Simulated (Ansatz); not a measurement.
**C₂H₄InN: a ladder of functionals and wavefunction methods**

An exercise on one series of results from a longer session: the logs are not shown, and one member is left open.

The runs use Ansatz 0.2.0, Gaussian basis; functionals in def2-TZVPP, the program's frozen cores in correlated methods.

The runs, in order: LDA (SPW92), PBE-D4, revPBE-D4, BLYP-D4, r2SCAN-D4, B97M-V, PBE0-D4, B3LYP-D4, r2SCANh-D4, r2SCAN0-D4, HSE06-D4, BHLYP-D4, CAM-B3LYP-D4, LC-ωPBE, ωB97X-V, ωB97M-V, B2PLYP, PBE-QIDH; CCSD(T)/def2-SVP; CCSD(T)/def2-TZVPP; CCSD(T)/def2-QZVPP; extrapolation to the limit; RPA on PBE.

### The relaxed structure

An earlier PBE0-D4 in a triple-zeta def2 set relaxation fixed the geometry. In takes the def2 core potential; no spin-orbit term is included.

SMILES `[CH3][InH][C]#N`, 8 atoms, charge 0, spin multiplicity 1.

Atoms are counted from 1 here; the program's logs count them from 0.

Bond lengths: C1–In2 2.131 Å, C1–H5 1.091 Å, C1–H6 1.089 Å, C1–H7 1.091 Å, In2–C3 2.149 Å, In2–H8 1.708 Å, C3–N4 1.155 Å. Angles: In2–C1–H5 109.0°, In2–C1–H6 111.9°, In2–C1–H7 109.0°, H5–C1–H6 109.5°, H5–C1–H7 107.9°, H6–C1–H7 109.4°, C1–In2–C3 112.8°, C1–In2–H8 133.7°, C3–In2–H8 113.5°, In2–C3–N4 178.8°.

Coordinates:

```xyz
8

C    -0.83080    1.03088   -0.48385
In   -0.10854   -0.56654    0.72723
C     1.77534   -1.34322    0.04588
N     2.78779   -1.74387   -0.33829
H    -0.08108    1.82337   -0.51206
H    -1.77063    1.43259   -0.10891
H    -0.97274    0.66712   -1.50310
H    -0.70734   -1.35733    2.11731
```

The first run:

Contents of in.yaml:

```yaml
crystal:
  periodic: [false, false, false]
  atoms:
    - {symbol: C, position_ang: [-0.830804, 1.030880, -0.483845]}
    - {symbol: In, position_ang: [-0.108536, -0.566543, 0.727227]}
    - {symbol: C, position_ang: [1.775339, -1.343223, 0.045878]}
    - {symbol: N, position_ang: [2.787786, -1.743867, -0.338292]}
    - {symbol: H, position_ang: [-0.081077, 1.823371, -0.512060]}
    - {symbol: H, position_ang: [-1.770630, 1.432594, -0.108914]}
    - {symbol: H, position_ang: [-0.972739, 0.667115, -1.503100]}
    - {symbol: H, position_ang: [-0.707339, -1.357326, 2.117306]}
basis:
  gaussian: {orbitals: def2-TZVPP}
hamiltonian: {xc: lda}
output: {orbitals: {seedname: orbitals}}
```

On the command line:

```bash
$ ansatz run in.yaml --threads 2 --pin off --events-out ev --progress --plain --max-ram 32768MiB --backend cpu
```

Steps of the session up to this table: LDA; PBE-D4 (GGA); revPBE-D4 (GGA); BLYP-D4 (GGA); r2SCAN-D4 (meta-GGA); B97M-V (meta-GGA); B3LYP-D4 (hybrid); r2SCANh-D4 (hybrid); r2SCAN0-D4 (hybrid); HSE06-D4 (hybrid); BHLYP-D4 (hybrid); CAM-B3LYP-D4 (range-separated); LC-ωPBE (range-separated); ωB97X-V (range-separated); ωB97M-V (range-separated); B2PLYP (double hybrid); PBE-QIDH (double hybrid).

One table of the session follows, with a row left open; its other results are not shown here.

It belongs to the step «Orbital energies across the functionals». 

| functional | HOMO (eV) | LUMO (eV) | gap (eV) |
| --- | --- | --- | --- |
| LDA (SPW92) | -7.47 | -3.27 | 4.19 |
| PBE-D4 | -7.28 | -2.98 | 4.30 |
| revPBE-D4 | -7.21 | -2.85 | 4.36 |
| BLYP-D4 | -7.15 | -2.96 | 4.19 |
| r2SCAN-D4 | ? | ? | ? |
| B97M-V | -7.54 | -2.94 | 4.60 |
| PBE0-D4 | -8.47 | -2.23 | 6.24 |
| B3LYP-D4 | -8.26 | -2.53 | 5.73 |
| r2SCANh-D4 | -7.98 | -2.47 | 5.50 |
| r2SCAN0-D4 | -8.64 | -2.09 | 6.55 |
| HSE06-D4 | -8.07 | -2.59 | 5.48 |
| BHLYP-D4 | -9.54 | -1.58 | 7.96 |
| CAM-B3LYP-D4 | -9.81 | -1.43 | 8.38 |
| LC-ωPBE | -11.17 | -0.26 | 10.91 |
| ωB97X-V | -10.78 | -0.41 | 10.38 |
| ωB97M-V | -10.65 | -0.67 | 9.98 |

Q: Estimate the row for r2SCAN-D4 from the others.

Worked estimate for «HOMO (eV)». Against the share of exact exchange, r2SCANh-D4 (0.1, -7.98), r2SCAN0-D4 (0.25, -8.64) give a slope of -4.40 per unit share; at 0 the line stands at -7.54.

**Answer.** HOMO (eV): -7.53; LUMO (eV): -2.73; gap (eV): 4.80. In «HOMO (eV)» the line misses by -0.01.
